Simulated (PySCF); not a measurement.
**GeI: bond curves at several levels of theory**

One table from this session's results is given with a row withheld; the runs are named, their logs left out.

The runs use PySCF 2.14.0; Ge cc-pVDZ-PP with ECP10, I cc-pVDZ-PP with ECP28, scalar-relativistic core potentials.

The first run:

The job is set up so:

```
atoms                         : Ge, I
charge                        : 0
basis                         : Ge cc-pVDZ-PP with ECP10, I cc-pVDZ-PP with ECP28
Hamiltonian                   : scalar-relativistic core potentials
basis functions               : 46
electrons treated             : 47
masses in u                   : 73.9212, 126.9045
levels                        : PBE0, PBE, r²SCAN, M06, r²SCAN0, r²SCANh, ωB97X, HF, MP2, SCS-MP2, CCSD, CCSD(T)
grid                          : 80 radial by 434 angular points
occupations                   : held fixed by the projection of orbital angular momentum
dissociation limit            : Ge + I, each in its ground configuration
starting distance in angstrom : 2.470
values of 2S to try           : 1, 3
```

Among the steps run: Set-up; The PBE0 curve of the state that the search chose; Other states along the same grid; PBE (GGA); r²SCAN; M06 (hybrid meta-GGA); r²SCAN0; r²SCANh; ωB97X; UHF (mean field); Adding correlation.

One table of the session follows, with a row left open; its other results are not shown here.

It belongs to the step «The curves together». Energy (eV) from each level's lowest point:

| R (Å) | UHF | UHF-MP2 | UHF-SCS-MP2 | UHF-CCSD | UHF-CCSD(T) |
| --- | --- | --- | --- | --- | --- |
| 2.194 | 1.183 | 1.083 | 1.123 | n/a | n/a |
| 2.296 | 0.554 | 0.479 | 0.508 | 0.513 | 0.516 |
| 2.398 | 0.197 | 0.151 | 0.169 | 0.171 | 0.173 |
| 2.474 | 0.058 | 0.035 | 0.043 | 0.045 | 0.046 |
| 2.551 | 0.000 | 0.000 | 0.000 | 0.000 | 0.000 |
| 2.627 | 0.003 | 0.026 | 0.018 | 0.017 | 0.015 |
| 2.730 | ? | ? | ? | ? | ? |
| 2.857 | 0.243 | 0.332 | 0.300 | 0.294 | 0.289 |
| 3.010 | 0.506 | 0.636 | 0.590 | 0.577 | 0.570 |
| 3.214 | 0.891 | 1.124 | 1.071 | n/a | n/a |

Q: Estimate the row for R (Å) = 2.730 from the others.

Worked estimate for «UHF». A straight line through the neighbours (2.627, 0.003) and (2.857, 0.243) gives 0.003 + (0.243 − 0.003) × (2.730 − 2.627) / (2.857 − 2.627) = 0.110; a parabola fitted to 4 rows on both sides gives 0.085.

The run gave: UHF: 0.077; UHF-MP2: 0.130; UHF-SCS-MP2: 0.110; UHF-CCSD: 0.108; UHF-CCSD(T): 0.105. In «UHF» the line misses by +0.033 and the parabola by +0.008.

State 2 has its PBE0 minimum 2.88 eV higher. The other levels ran on the lowest alone.
